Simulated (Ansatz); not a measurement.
Working through harmonic frequencies at the relaxed geometry of C2HNSe, SMILES N#CC=[Se]

Computed with the Python package of Ansatz (0.2.0).

Notebook, run cell by cell (the value of a cell's last expression is shown):

In [1]:
```python
import ansatz
import numpy as np

BASIS = "def2-SVP"
XC = "pbe"
```

In [2]:
```python
geometry_ang = [
    ("N", [2.0556, -0.2638, -0.0289]),
    ("C", [0.9187, -0.0491, -0.0126]),
    ("C", [-0.4912, 0.2173, 0.0076]),
    ("Se", [-1.6346, -1.1423, 0.0168]),
    ("H", [-0.8486, 1.2379, 0.0171]),
]
molecule = ansatz.Crystal.molecule()
for symbol, xyz in geometry_ang:
    molecule = molecule.atom(symbol, xyz)
```

In [3]:
```python
calc = molecule.calculation().basis(gaussian=BASIS).functional(XC)
symbols = [site.symbol for site in molecule.cartesian_sites]
start = np.array([site.position_ang for site in molecule.cartesian_sites], dtype=float)
def progress(event):
    if event["event"] == "relax_step":
        row = event["data"]
        print(f"step {row['step']:3d}  E = {row['lagrangian_ev']:.6f} eV  max force {row['allowed_force_max_ev_ang']:.4f} eV/A")


r = calc.relax(force_tolerance=0.003, max_steps=100).session().plan().execute(on_event=progress).report
end = np.array(r["positions_ang"])
```
```text
step   1  E = -68903.402294 eV  max force 2.8082 eV/A
step   2  E = -68903.455760 eV  max force 0.4882 eV/A
step   3  E = -68903.458755 eV  max force 0.1992 eV/A
step   4  E = -68903.458914 eV  max force 0.1924 eV/A
step   5  E = -68903.385137 eV  max force 1.0286 eV/A
step   6  E = -68903.459079 eV  max force 0.1868 eV/A
step   7  E = -68903.424220 eV  max force 0.7631 eV/A
step   8  E = -68903.461547 eV  max force 0.0139 eV/A
step   9  E = -68903.461550 eV  max force 0.0007 eV/A
```

In [4]:
```python
print("bond        before    after (A)")
for i, j in [(0, 1), (1, 2), (2, 3), (2, 4)]:
    d0, d1 = (np.linalg.norm(xyz[i] - xyz[j]) for xyz in (start, end))
    print(f"{symbols[i]}{i}-{symbols[j]}{j}".ljust(10), f"{d0:8.4f} {d1:8.4f}")
```
```text
bond        before    after (A)
N0-C1        1.1571   1.1783
C1-C2        1.4350   1.4193
C2-Se3       1.7765   1.7790
C2-H4        1.0814   1.1083
```

In [5]:
```python
# same settings at the minimum
minimum = ansatz.Crystal.molecule()
for symbol, xyz in zip(symbols, end):
    minimum = minimum.atom(symbol, xyz.tolist())
vibrating = (
    minimum.calculation()
    .basis(gaussian=BASIS)
    .functional(XC)
    .phonons(temperatures=(100, 500, 100))
)
vib = vibrating.run().report["vibrations"]
sums = vib["harmonic_sums"]
modes = [m["omega_inv_cm"] for m in sums["modes_at_gamma"] if m["rigid_motion"] == "no"]
for number, w in enumerate(modes, start=1):
    print(f"mode {number:2d} {w:9.1f} 1/cm {w / 8065.544 * 1000:8.2f} meV")
print("imaginary modes:", sum(w < 0 for w in modes), " zero-point energy:", round(sums["zero_point_energy_ev"], 4), "eV")
print("T (K)   F_vib (eV)   S_vib (meV/K)   C_vib (meV/K)")
for row in zip(sums["temperatures_k"], sums["vibrational_free_energy_ev"], vib["entropy_ev_per_k"], vib["heat_capacity_ev_per_k"]):
    print(f"{row[0]:6.1f} {row[1]:11.4f} {1000 * row[2]:13.4f} {1000 * row[3]:15.4f}")
```
```text
mode  1     171.1 1/cm    21.21 meV
mode  2     365.2 1/cm    45.28 meV
mode  3     473.0 1/cm    58.64 meV
mode  4     769.7 1/cm    95.43 meV
mode  5     798.3 1/cm    98.98 meV
mode  6    1049.2 1/cm   130.08 meV
mode  7    1244.2 1/cm   154.26 meV
mode  8    2226.4 1/cm   276.03 meV
mode  9    3052.3 1/cm   378.43 meV
imaginary modes: 0  zero-point energy: 0.6292 eV
T (K)   F_vib (eV)   S_vib (meV/K)   C_vib (meV/K)
 100.0      0.6283        0.0311          0.0705
 200.0      0.6212        0.1152          0.1847
 300.0      0.6050        0.2102          0.2878
 400.0      0.5792        0.3048          0.3704
 500.0      0.5442        0.3946          0.4337
```

Notes:
- Total energies depend on the basis set; only differences at equal settings carry meaning.
- The frequencies are harmonic and unscaled, in a modest basis. The result belongs to the one conformer reached from this start, and soft torsions count as harmonic oscillators.
- Finished in 55 s on 1 thread of Arm Neoverse V1, with other jobs on the host, peak memory 0.21 GiB.

(Lines on the test bed's own set-up are left out of the output.)
